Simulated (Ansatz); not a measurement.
# CdNiC6N6: the cost of one run

Method: DFT PBE, scalar-relativistic, plane waves, PAW, in Ansatz 0.2.0.

### 1 Starting point

Symmetry: Fm-3m, No. 225, cubic system. Conventional cell: a = 10.369 Å, b = 10.369 Å, c = 10.369 Å, α = 90.00°, β = 90.00°, γ = 90.00°. Cd (site symmetry m-3m) is surrounded by 6 N at 2.10 Å. Ni (site symmetry m-3m) has 6 C at 1.92 Å in its first shell of neighbours. C (site symmetry 4mm) has 1 N at 1.17 Å and 1 Ni at 1.92 Å in its first shell of neighbours. N (site symmetry 4mm) is surrounded by 1 C at 1.17 Å.

As a file:

```xyz
14
Lattice="0.0000 5.1845 5.1845 5.1845 0.0000 5.1845 5.1845 5.1845 0.0000" Properties=species:S:1:pos:R:3 pbc="T T T"
Cd    5.1845    5.1845    5.1845
Ni    0.0000    0.0000    0.0000
C     1.9170    5.1845    5.1845
C     5.1845    1.9170    5.1845
C     5.1845    5.1845    1.9170
C     8.4520    5.1845    5.1845
C     5.1845    8.4520    5.1845
C     5.1845    5.1845    8.4520
N     3.0870    5.1845    5.1845
N     5.1845    3.0870    5.1845
N     5.1845    5.1845    3.0870
N     7.2820    5.1845    5.1845
N     5.1845    7.2820    5.1845
N     5.1845    5.1845    7.2820
```

A structure generator made this guess: cyanide-bridged rock-salt net of two metals, 0 guest cations a cell (Fm-3m, No. 225). Its size is a rough estimate.

### 2 Probe: one point on a coarse mesh

input.yaml reads:

```yaml
crystal:
  lattice:
    - [0.0, 5.1845, 5.1845]
    - [5.1845, 0.0, 5.1845]
    - [5.1845, 5.1845, 0.0]
  atoms:
    - { symbol: Cd, position: [0.5, 0.5, 0.5] }
    - { symbol: Ni, position: [0.0, 0.0, 0.0], spin: 2.0 }
    - { symbol: C, position: [0.815122, 0.184878, 0.184878] }
    - { symbol: C, position: [0.184878, 0.815122, 0.184878] }
    - { symbol: C, position: [0.184878, 0.184878, 0.815122] }
    - { symbol: C, position: [0.184878, 0.815122, 0.815122] }
    - { symbol: C, position: [0.815122, 0.184878, 0.815122] }
    - { symbol: C, position: [0.815122, 0.815122, 0.184878] }
    - { symbol: "N", position: [0.70228566, 0.29771434, 0.29771434] }
    - { symbol: "N", position: [0.29771434, 0.70228566, 0.29771434] }
    - { symbol: "N", position: [0.29771434, 0.29771434, 0.70228566] }
    - { symbol: "N", position: [0.29771434, 0.70228566, 0.70228566] }
    - { symbol: "N", position: [0.70228566, 0.29771434, 0.70228566] }
    - { symbol: "N", position: [0.70228566, 0.70228566, 0.29771434] }
basis:
  ecutwfc: 420
kpoints:
  mp_grid: { grid: [4, 4, 4] }
hamiltonian:
  xc: pbe
scf:
  occupations: { method: gaussian, width: 0.1 }
  lower_state_search: "off"
output:
  forces: true
  stress: true
  eigenvalues: true
  populations: true
magnetization:
  spin_polarized: true
```

Started as:

```console
$ ansatz run input.yaml --threads 1 --pin off --max-ram 2560MiB --backend cpu --events-out ev --progress --plain --runs-dir out
```

**Question.** How long does this run take on 1 thread of AMD EPYC 7R43 (Zen 3), shared host, and how much memory does it need?

About 24 s, with a peak of 0.74 GiB.
